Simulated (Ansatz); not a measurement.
The system is Ba2Tl5V3O12.

```
CELL_PARAMETERS angstrom
6.49009 -6.67692 0.00000
6.49009 6.67692 0.00000
-2.00957 0.00000 5.73760
ATOMIC_POSITIONS crystal
Ba 0.47917 0.52083 0.00000
Ba 0.79264 0.20736 0.00000
V 0.65694 0.94605 0.25735
V 0.05395 0.34306 0.74265
V 0.57442 0.42558 0.50000
Tl 0.49835 0.85629 0.63726
Tl 0.14371 0.50165 0.36274
Tl 0.01508 0.98492 0.50000
Tl 0.30964 0.12677 0.21892
Tl 0.87323 0.69036 0.78108
O 0.00390 0.26325 0.44275
O 0.59719 0.60676 0.67706
O 0.91333 0.42820 0.84635
O 0.52536 0.79943 0.20594
O 0.68766 0.41628 0.31356
O 0.09251 0.20316 0.88601
O 0.58372 0.31234 0.68644
O 0.79684 0.90749 0.11399
O 0.57180 0.08667 0.15365
O 0.20057 0.47464 0.79406
O 0.73675 0.99610 0.55725
O 0.39324 0.40281 0.32294
```

The cell was built by a generator and needn't be a form met in nature.

| Quantity | Value |
| --- | --- |
| Program | Ansatz 0.2.0 |
| Task | relaxation of cell and atoms |
| Functional | BLYP |
| Potentials or basis | Ansatz PAW |
| Cutoff | 420 eV (not typed: the program's choice for these potentials) |
| k mesh | 2 × 2 × 4 |
| Occupations | fermi-dirac, width 0.05 eV |
| Spin | collinear spin, ferromagnetic start |
| Starting moments | [0.0, 0.0, 2.0, 2.0, 2.0, 0.0, 0.0, 0.0, 0.0, 0.0, 0.0, 0.0, 0.0, 0.0, 0.0, 0.0, 0.0, 0.0, 0.0, 0.0, 0.0, 0.0] μB |

At the start: volume 22.60 Å³/atom.

Task: Where does the relaxation end?

Result: It ends after 16 steps and the volume is 24.28 Å³/atom (+7.4 %); space group C2 (No. 5, to 0.05 Å); moment 0.00 μB per cell.

The path:
```csv
step,energy change (eV),largest force (eV/Å),volume (Å³)
1,0.0000,0.2598,497.26
2,-0.0725,0.1024,523.83
3,-0.0771,0.0302,523.44
4,-0.0774,0.0265,523.67
5,-0.0771,0.0194,523.90
6,-0.0772,0.0212,523.90
7,-0.0772,0.0077,523.93
8,-0.1556,0.0073,523.93
9,-0.1381,0.1034,533.58
10,-0.1438,0.0449,532.12
11,-0.1426,0.0248,532.82
12,-0.1429,0.0136,532.74
13,-0.1427,0.0052,532.83
14,-0.1638,0.0048,532.83
15,-0.1614,0.0056,534.08
16,-0.1644,0.0058,534.08
```

Final structure:
```
Ba V Tl O
1.0
     6.60128   -6.95272    0.01448
     6.60128    6.95272    0.01448
    -2.03120    0.00000    5.81381
Ba V Tl O
2 3 5 12
Cartesian
  6.6013 0.2827 0.0145
  6.6013 -3.9953 0.0145
  10.0488 2.0218 1.4840
  1.1226 2.0218 4.3587
  5.5857 -1.0385 2.9214
  7.6395 2.4025 3.6969
  3.5319 2.4025 2.1459
  5.5857 6.8681 2.9214
  2.4881 -1.2863 1.1743
  8.6832 -1.2863 4.6684
  0.8796 1.8790 2.6232
  6.5744 0.0192 3.9346
  7.1859 -3.4157 5.0124
  8.3416 1.8454 1.1814
  6.6066 -1.8740 1.8233
  0.1403 0.8258 5.1480
  4.5648 -1.8740 4.0194
  11.0311 0.8258 0.6948
  3.9854 -3.4157 0.8303
  2.8298 1.8454 4.6614
  10.2917 1.8790 3.2195
  4.5969 0.0192 1.9082
```

Caveat: the plane-wave basis is chosen anew once the cell has moved, so the energies of steps on either side of that aren't comparable; the pressure holds a Pulay correction of +0.3 GPa for the finite cutoff; the PAW data sets come from PBE, with cores solved anew for the run's functional, which leaves a small shift of forces and pressure; the starting moments weren't kept.
